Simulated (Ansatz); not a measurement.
# interstitial Li in Si: hop to the nearest equivalent void, part 2 of 2

Aim: the minimum-energy path and barrier of the hop to the nearest equivalent void. The ends are relaxed first, then joined by a nudged elastic band. The host cell (diamond) has 16 atoms, cell charge +1; the extra atom is the last.

Ansatz 0.2.0; DFT PBEsol, plane waves, PAW, scalar-relativistic, no spin polarisation. Earlier steps stand in the parts before.

## 5. More of the same log: band between the two ends

The log, continued (excerpt; [...] marks lines left out):

```text
[...]
NEB image 3
[...]
NEB image 1
NSCF: frozen V_eff on 8 k-points
NEB image 3
NSCF: frozen V_eff on 8 k-points
NEB image 2
NSCF: frozen V_eff on 8 k-points
[...]
NEB image 2, as the band closes
[...]
NEB point 1 about image 2
NEB point 2 about image 2
[...]
NEB point 3 about image 2
[...]
NEB point 4 about image 2
[...]
NEB point 5 about image 2
[...]
NEB point 6 about image 2
[...]
NEB point 7 about image 2
[...]
NEB point 8 about image 2
[...]
NEB point 9 about image 2
[...]
NEB point 10 about image 2
[...]
NEB point 11 about image 2
[...]
NEB point 12 about image 2
[...]
NEB point 13 about image 2
[...]
NEB point 14 about image 2
[...]
NEB point 15 about image 2
[...]
NEB point 16 about image 2
[...]
NEB point 17 about image 2
[...]
NEB point 18 about image 2
[...]
NEB point 19 about image 2
[...]
NEB point 20 about image 2
[...]
NEB point between images 0 and 1
[...]
    - { symbol: Si, position: [-0.0015331064341297107, 0.4948319168246438, 0.5075067316682966] }
    - { symbol: Si, position: [0.11694831391385035, 0.6306859294771414, 0.6262403700858076] }
    - { symbol: Si, position: [0.5056321187392667, 0.005583151702957145, -0.01750996889535783] }
    - { symbol: Si, position: [0.6423412227752138, 0.11964542140133072, 0.11904687051750235] }
    - { symbol: Si, position: [0.5055710885728892, 0.005216557677281408, 0.506303644332159] }
    - { symbol: Si, position: [0.6141655083173824, 0.15730001942573169, 0.6140866796784654] }
    - { symbol: Si, position: [0.507046092327864, 0.49395528211974093, -0.00042277807647495] }
    - { symbol: Si, position: [0.6251689486261467, 0.6313198782080034, 0.11753314719235974] }
    - { symbol: Si, position: [0.48982335583807657, 0.5286581982974189, 0.49079043095839114] }
    - { symbol: Si, position: [0.6252568681814578, 0.6309931495780047, 0.6261776936095027] }
    - { symbol: Li, position: [0.3122786044388821, 0.06277488912757115, 0.31243396383478916] }
```

It took 2.1 min on 1 thread of Intel Xeon 6975P-C (Granite Rapids), shared host; peak memory 0.8 GiB.

## 6. The band, image by image

Images 0 and 4 are the ends. Energies count from image 0; the path length is the program's own measure over all atoms.

| image | path (Å) | energy (eV) | Li17 x y z (Å) | band force (eV/Å) |
| --- | --- | --- | --- | --- |
| 0 | 0.000 | 0.0000 | 2.72 2.71 2.71 | - |
| 1 | 0.641 | 0.2476 | 2.41 3.02 2.41 | 0.024 |
| 2* | 1.282 | 0.5861 | 2.04 3.39 2.04 | 0.025 |
| 3 | 1.918 | 0.2509 | 1.66 3.76 1.66 | 0.020 |
| 4 | 2.553 | 0.0003 | 1.37 4.06 1.35 | - |

The star marks the climbing image.

image, energy (eV) and a bar:
```
        0      0.000 
        1      0.248 #############
        2      0.586 ##############################
        3      0.251 #############
        4      0.000
```

How the highest energy settled:

```csv
iteration,highest image above image 0 (eV),largest band force (eV/Å)
1,0.9435,1.467
2,0.6500,0.494
3,0.5920,0.166
4,0.5861,0.025
```

The band as a trajectory file:

```xyz
17
Lattice="0.000 5.430 5.430 5.430 0.000 5.430 5.430 5.430 0.000" Properties=species:S:1:pos:R:3 pbc="T T T" image=0 dE=0.0000
Si    0.003   -0.002   -0.001
Si    1.335    1.331    1.332
Si    2.718    2.713   -0.022
Si    4.100    4.096    1.332
Si    2.718   -0.023    2.715
Si    4.100    1.330    4.097
Si    5.454    2.713    2.714
Si    6.781    4.080    4.081
Si   -0.019    2.713    2.714
Si    1.336    4.095    4.097
Si    2.718    5.449    2.714
Si    4.084    6.777    4.081
Si    2.718    2.713    5.451
Si    4.084    4.080    6.778
Si    5.432    5.428    5.429
Si    6.781    6.777    6.778
Li    2.718    2.713    2.714
17
Lattice="0.000 5.430 5.430 5.430 0.000 5.430 5.430 5.430 0.000" Properties=species:S:1:pos:R:3 pbc="T T T" image=1 dE=0.2476
Si   -0.100    0.100   -0.098
Si    1.297    1.303    1.293
Si    2.760    2.671   -0.046
Si    4.128    4.133    1.294
Si    2.683   -0.016    2.678
Si    3.992    1.439    3.987
Si    5.447    2.748    2.678
Si    6.820    4.041    4.069
Si   -0.043    2.668    2.758
Si    1.293    4.138    4.123
Si    2.761    5.473    2.757
Si    4.171    6.688    4.171
Si    2.680    2.751    5.440
Si    4.075    4.040    6.815
Si    5.521    5.339    5.516
Si    6.820    6.787    6.815
Li    2.413    3.017    2.413
17
Lattice="0.000 5.430 5.430 5.430 0.000 5.430 5.430 5.430 0.000" Properties=species:S:1:pos:R:3 pbc="T T T" image=2 dE=0.5861
Si   -0.114    0.114   -0.112
Si    1.301    1.290    1.298
Si    2.776    2.655   -0.070
Si    4.141    4.128    1.298
Si    2.683   -0.012    2.678
Si    3.974    1.457    3.970
Si    5.443    2.747    2.679
Si    6.825    4.036    4.060
Si   -0.065    2.651    2.776
Si    1.296    4.134    4.138
Si    2.778    5.494    2.774
Si    4.189    6.669    4.189
Si    2.680    2.751    5.435
Si    4.066    4.033    6.823
Si    5.536    5.325    5.530
Si    6.826    6.795    6.821
Li    2.037    3.392    2.037
17
Lattice="0.000 5.430 5.430 5.430 0.000 5.430 5.430 5.430 0.000" Properties=species:S:1:pos:R:3 pbc="T T T" image=3 dE=0.2509
Si   -0.097    0.096   -0.096
Si    1.317    1.311    1.314
Si    2.780    2.650   -0.055
Si    4.119    4.113    1.314
Si    2.688   -0.003    2.684
Si    3.987    1.443    3.983
Si    5.433    2.742    2.684
Si    6.825    4.035    4.056
Si   -0.050    2.646    2.780
Si    1.314    4.116    4.117
Si    2.781    5.480    2.778
Si    4.174    6.684    4.174
Si    2.687    2.744    5.428
Si    4.062    4.033    6.823
Si    5.517    5.343    5.512
Si    6.826    6.799    6.822
Li    1.664    3.764    1.663
17
Lattice="0.000 5.430 5.430 5.430 0.000 5.430 5.430 5.430 0.000" Properties=species:S:1:pos:R:3 pbc="T T T" image=4 dE=0.0003
Si   -0.009    0.009   -0.010
Si    1.359    1.334    1.357
Si    2.743    2.686   -0.028
Si    4.095    4.071    1.356
Si    2.725    0.008    2.724
Si    4.072    1.358    4.073
Si    5.422    2.705    2.724
Si    6.789    4.071    4.050
Si   -0.024    2.689    2.740
Si    1.358    4.072    4.093
Si    2.740    5.453    2.739
Si    4.076    6.783    4.071
Si    2.724    2.706    5.422
Si    4.053    4.072    6.788
Si    5.407    5.452    5.406
Si    6.788    6.807    6.787
Li    1.366    4.060    1.352
```

## 7. Another band, settings changed

crystal.atoms is end A as relaxed above, and neb.final_atoms is end B. With 3 inner images the band has 5 in all.

File input.yaml:

```yaml
crystal:
  lattice:
    - [0.0, 5.43, 5.43]
    - [5.43, 0.0, 5.43]
    - [5.43, 5.43, 0.0]
  atoms:
    - { symbol: Si, position: [-0.00056816, 0.00042167, 0.00017048] }
    - { symbol: Si, position: [0.12221404, 0.12306169, 0.12284243] }
    - { symbol: Si, position: [-0.00240539, -0.00163288, 0.502108] }
    - { symbol: Si, position: [0.1222083, 0.123051, 0.63207493] }
    - { symbol: Si, position: [-0.00241216, 0.50233015, -0.00183742] }
    - { symbol: Si, position: [0.12220112, 0.63232446, 0.12282002] }
    - { symbol: Si, position: [-0.00241479, 0.50232066, 0.5020873] }
    - { symbol: Si, position: [0.12700898, 0.62451847, 0.62431402] }
    - { symbol: Si, position: [0.50146538, -0.00160966, -0.00180668] }
    - { symbol: Si, position: [0.63134209, 0.12309018, 0.12286883] }
    - { symbol: Si, position: [0.50146236, -0.00161855, 0.50212458] }
    - { symbol: Si, position: [0.62374322, 0.12773932, 0.62433928] }
    - { symbol: Si, position: [0.50145684, 0.50234977, -0.00182693] }
    - { symbol: Si, position: [0.62373762, 0.62453737, 0.12755673] }
    - { symbol: Si, position: [0.49957774, 0.50031064, 0.500128] }
    - { symbol: Si, position: [0.62373589, 0.62452972, 0.62432167] }
    - { symbol: Li, position: [0.24940283, 0.25044488, 0.25017876] }
total_charge: 1
basis:
  ecutwfc: 300.0
kpoints:
  mp_grid: { grid: [2, 2, 2] }
hamiltonian:
  xc: pbesol
  pseudopotentials: { kind: paw, azcp: { folder: soft_1 } }
scf:
  occupations: { method: gaussian, width: 0.02 }
  lower_state_search: "off"
  max_iter: 81
neb:
  images: 3
  f_tol: 0.05
  max_iterations: 50
  order_check: false
  final_atoms:
    - { symbol: Si, position: [0.00064875, -0.00257552, 0.00093157] }
    - { symbol: Si, position: [0.12268313, 0.12714979, 0.12304043] }
    - { symbol: Si, position: [-0.00786098, 0.00265868, 0.50258216] }
    - { symbol: Si, position: [0.1226804, 0.12711463, 0.62706429] }
    - { symbol: Si, position: [0.00061805, 0.50102437, 0.00090262] }
    - { symbol: Si, position: [0.12508908, 0.62494524, 0.12499559] }
    - { symbol: Si, position: [0.00058419, 0.50099402, 0.49748609] }
    - { symbol: Si, position: [0.12267536, 0.62323695, 0.62703022] }
    - { symbol: Si, position: [0.50214868, 0.00238093, -0.00686611] }
    - { symbol: Si, position: [0.6267902, 0.12697235, 0.12306647] }
    - { symbol: Si, position: [0.50206821, 0.00230835, 0.50221698] }
    - { symbol: Si, position: [0.62410285, 0.12555062, 0.62504423] }
    - { symbol: Si, position: [0.4976007, 0.50086293, 0.00073428] }
    - { symbol: Si, position: [0.62675467, 0.62327003, 0.12306285] }
    - { symbol: Si, position: [0.50199314, 0.49366843, 0.50214575] }
    - { symbol: Si, position: [0.62671599, 0.6232703, 0.62684626] }
    - { symbol: Li, position: [0.37257545, -0.12360182, 0.37520103] }
```

The run is started by

```bash
ansatz run input.yaml --threads 1 --pin off --max-ram 3072MiB --backend cpu --events-out ev --progress --plain --runs-dir out
```

Log (excerpt; [...] marks lines left out):

```text
Warning: neb: disabling space-group detection — the band's intermediate images generally break the endpoint symmetry, so no spatial operation reduces the k-mesh or symmetrises the density, except that a semilocal band can use its path's symmetry ahead of convergence; time reversal is [...]
Warning: basis.ecutwfc = 300 eV is below the records' recommended 420 eV, and the density's cutoff is lower with it unless basis.ecutrho_ratio is high enough to keep the records' density cutoff: compare with a run at a higher cutoff
Warning: <dir> the record states the generating functional pbe (its physics header spells it `PBE`), which answers neither for hamiltonian.xc's functional nor for the pbesol family's — results may be inconsistent (PPs are generated against a specific XC)
[...]
Warning: RAYON_NUM_THREADS=1 ignored (pool sized by the plan → 1); use --threads N
[...]
[... 4 set-up lines as earlier in the session ...]
[...]
NEB image 0
Crystal: 17 atoms, lattice volume = 320.206 Å³
Basis set: ecut = 300 eV, 3767 PW (Γ), exchange–correlation on 90×90×90 points (8 copies of the dense FFT grid, shifted against one another)
Bands: 50, of which v1, the nominal top of the filled ones, is band 33 counted from 1 (32 counted from 0)
[... 1 set-up line as earlier in the session ...]
k-points: 8
[...]
SCF iter   1: F=—  HF=-10154.967828 eV  |F-HF|=—  |Δ(HF+E_count)|=         —  Δρ=4.92e-2  dr2=1.00e1  ethr=3.10e-3  ⟨swp⟩=10.4  Hψ=2387  notcnv=0  defer=9
[...]
NSCF: frozen V_eff on 8 k-points
NEB image 4
[...]
NSCF: frozen V_eff on 8 k-points
NEB end point (image 0): max|allowed force component| = 1.007e-3 eV/Å (the criterion of neb.relax_end_points is 1.000e-2)
NEB end point (image 4): max|allowed force component| = 2.802e-2 eV/Å (the criterion of neb.relax_end_points is 1.000e-2)
NEB image 1
[...]
SCF iter   2: F=—  HF=-10152.496528 eV  |F-HF|=—  |Δ(HF+E_count)|=    2.25e0  Δρ=2.80e-2  dr2=2.93e0  ethr=3.10e-3  ⟨swp⟩=3.0  Hψ=718  notcnv=0  defer=74
```

## 8. The log goes on: band between the two ends

The log, continued (excerpt; [...] marks lines left out):

```text
SCF iter   3: F=—  HF=-10151.651535 eV  |F-HF|=—  |Δ(HF+E_count)|=   8.45e-1  Δρ=3.29e-3  dr2=5.84e-2  ethr=3.10e-3  ⟨swp⟩=2.5  Hψ=561  notcnv=0  defer=74
[...]
SCF iter   5: F=—  HF=-10151.663180 eV  |F-HF|=—  |Δ(HF+E_count)|=   4.21e-3  Δρ=1.60e-4  dr2=1.75e-4  ethr=8.11e-6  ⟨swp⟩=2.0  Hψ=538  notcnv=0  defer=74
[...]
NEB image 2
[...]
NEB image 3
[...]
NEB iter   1: max|band force component| = 8.278e-1 eV/Å  barrier→ = 0.8117 eV  barrier← = 0.8114 eV  Δτ_max = 0.0868 Å  (40 SCF iters)
[...]
NEB iter   3: max|band force component| = 5.954e-2 eV/Å  barrier→ = 0.5879 eV  barrier← = 0.5876 eV  CI = image 2  Δτ_max = 0.0132 Å  (19 SCF iters)
[...]
NEB iter   4: max|band force component| = 2.230e-2 eV/Å  barrier→ = 0.5865 eV  barrier← = 0.5862 eV  CI = image 2  Δτ_max = 0.0000 Å  (15 SCF iters)
Free energy (F): -10151.499653 eV
[...]
E sigma→0 (E₀):  -10151.499653 eV
[...]
    - { symbol: Si, position: [-0.0012523322615038135, 0.4942965483655646, 0.5077445416516884] }
    - { symbol: Si, position: [0.1168488250314223, 0.6313022666251638, 0.6259420418507028] }
    - { symbol: Si, position: [0.5057151503315511, 0.005307257351720218, -0.01723510808884282] }
    - { symbol: Si, position: [0.6418149886942193, 0.12027513325072142, 0.11896977251994062] }
    - { symbol: Si, position: [0.5057132259231474, 0.005299065944031123, 0.5062402924276412] }
    - { symbol: Si, position: [0.6139407559813466, 0.1570277193167991, 0.6145242676120353] }
    - { symbol: Si, position: [0.5072079886295661, 0.49433498769013184, -0.0007537620081375929] }
    - { symbol: Si, position: [0.6254454122036883, 0.631259910488394, 0.11738487279836118] }
    - { symbol: Si, position: [0.49002306791054534, 0.5288937019947073, 0.4905557306069216] }
    - { symbol: Si, position: [0.6254463698294259, 0.631250537878365, 0.6259459039452497] }
    - { symbol: Li, position: [0.3120117098136861, 0.0627971651817813, 0.312603612172333] }
```

Wall time 31 s (1 thread of Intel Xeon 6975P-C (Granite Rapids), shared host); peak memory 0.59 GiB.

## 9. The band, image by image

Images 0 and 4 are the ends. Energies count from image 0; the path length is the program's own measure over all atoms.

| image | path (Å) | energy (eV) | Li17 x y z (Å) | band force (eV/Å) |
| --- | --- | --- | --- | --- |
| 0 | 0.000 | 0.0000 | 2.72 2.71 2.71 | - |
| 1 | 0.641 | 0.2479 | 2.41 3.02 2.41 | 0.022 |
| 2* | 1.282 | 0.5865 | 2.04 3.39 2.04 | 0.015 |
| 3 | 1.917 | 0.2515 | 1.67 3.76 1.66 | 0.022 |
| 4 | 2.553 | 0.0003 | 1.37 4.06 1.35 | - |

The star marks the climbing image.

image, energy (eV) and a bar:
```
        0      0.000 
        1      0.248 #############
        2      0.587 ##############################
        3      0.251 #############
        4      0.000
```

## 10. Outcome

This closing draws on all 2 parts.

| quantity | value |
| --- | --- |
| end A | 3 moves, 0.116 eV lower |
| end B | 2 moves, 0.113 eV lower |
| first band: barrier forwards | 0.59 eV |
| first band: barrier backwards | 0.59 eV |
| first band: second end relative to first | 0.000 eV |
| first band: highest image | 2 of 0 to 4, climbing |
| first band: band iterations | 4 |
| first band: lowest curvatures at the top | -2.24 and 0.78 eV/Å² |
| second band | top 0.587 eV above image 0, 4 iterations, 3 inner images |
| time, first and second band | 2.1 min and 31 s |

In words: In the first band: the barrier from the first end is 0.59 eV, 23 times kT at 300 K; with a typical attempt rate of 10^13 per second that is roughly 10^3 events a second. The ends differ by 1 meV at most. The test of curvatures at the top gave "unresolved", so the point may be no simple saddle. The top still moved by 6 meV in the last iteration, which bounds the digits to trust. The second band's top agrees with the first's to 1 meV, so the changed settings hardly move the height. The value is not shown to be converged in cell size (17 atoms) or k-mesh. The charged cell sits in a uniform background, with no correction for images.
